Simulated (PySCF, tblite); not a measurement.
# C₆H₈NS radical: geometry, infrared bands and EPR parameters

Aim: predict the infrared bands and EPR parameters of C₆H₈NS radical (`[CH2]c1ccc(NC)s1`).

The runs use tblite 0.8.0 and PySCF 2.14.0, with density-fitted response routines of our own; the level of theory stands in each step. All values are computed, except where a source is named. Atoms are numbered from 0 throughout.

### 1 The starting structure

16 atoms, charge 0, multiplicity 2; geometry from: force field or distance geometry start.

Bonds of the start (Å): C0–C1 1.47, C1–C2 1.36, C2–C3 1.35, C3–C4 1.36, C4–N5 1.43, N5–C6 1.45, C4–S7 1.93, S7–C1 1.78, C0–H8 1.11, C0–H9 1.10, C2–H10 1.11, C3–H11 1.13, N5–H12 1.05, C6–H13 1.10, C6–H14 1.11, C6–H15 1.10.

### 2 Relaxing the molecule with GFN2-xTB

The job: settings as JSON, then the geometry in Å.

```
{"job": {"kind": "relax", "xc": "GFN2-xTB", "basis": "xTB"}, "charge": 0, "multiplicity": 2}
C      3.322600     0.715100     0.308800
C      1.937900     0.214000     0.241700
C      1.526200    -1.065900     0.065900
C      0.194400    -1.302400     0.035000
C     -0.664700    -0.268600     0.223200
N     -2.088800    -0.331200     0.223800
C     -2.786700     0.928400     0.425300
S      0.500100     1.252300     0.435600
H      3.470800     1.643800    -0.283600
H      4.096600    -0.043400     0.137600
H      2.261900    -1.887800    -0.076100
H     -0.212000    -2.343900    -0.107000
H     -2.626200    -1.221000     0.107500
H     -3.773100     0.806400    -0.055200
H     -2.928000     1.105300     1.516800
H     -2.238400     1.807500     0.056800
```

Run with:

```
$ OMP_NUM_THREADS=1 python probes_run.py task.json out
```

The driver reads the jobs from task.json and runs them one after another.

**Question.** This job is followed by: GFN2-xTB harmonic vibrations, gas phase; UKS B3LYP, pcH-1 on C H N S, non-relativistic, mean-field spin-orbit, GIAO. Predict these results of the whole session: strongest single infrared mode (GFN2-xTB); zero-point energy (GFN2-xTB); g(iso) (B3LYP); ⟨S²⟩; largest a(iso) (averaged by class); potential on the surface of density 0.002 e/bohr³, 1st and 99th percentile.

As calculated:

```
                                                                  quantity                  value
                                 strongest single infrared mode (GFN2-xTB)  1551 cm⁻¹, 275 km/mol
                                              zero-point energy (GFN2-xTB)          77.0 kcal/mol
                                                            g(iso) (B3LYP)                2.00276
                                                                      ⟨S²⟩     0.774 (exact 0.75)
                                        largest a(iso) (averaged by class)    13C on C0, 44.4 MHz
potential on the surface of density 0.002 e/bohr³, 1st and 99th percentile     -0.99 V and 1.99 V
```

In words: The optimisation took 69 steps and gained 1.444 eV; among the close pairs (by a distance rule), C4–S7 changed most, from 1.927 to 1.742 Å. No mode is imaginary among the 42: a minimum at this level. The strongest single mode, at 1551 cm⁻¹, is spread over several atoms, C4, C1, C3, C0 among them. Unscaled tight-binding wavenumbers are off by several per cent, some by more. Its intensities can rank the bands wrongly. C0 carries the largest spin population, 0.57 e. The isotropic g lies 0.4 ppt above the free-electron value. These values are for one conformer; the search (at its own cheap level) found 1 more, at 0.48 kcal/mol, and measured spectra average over such forms.
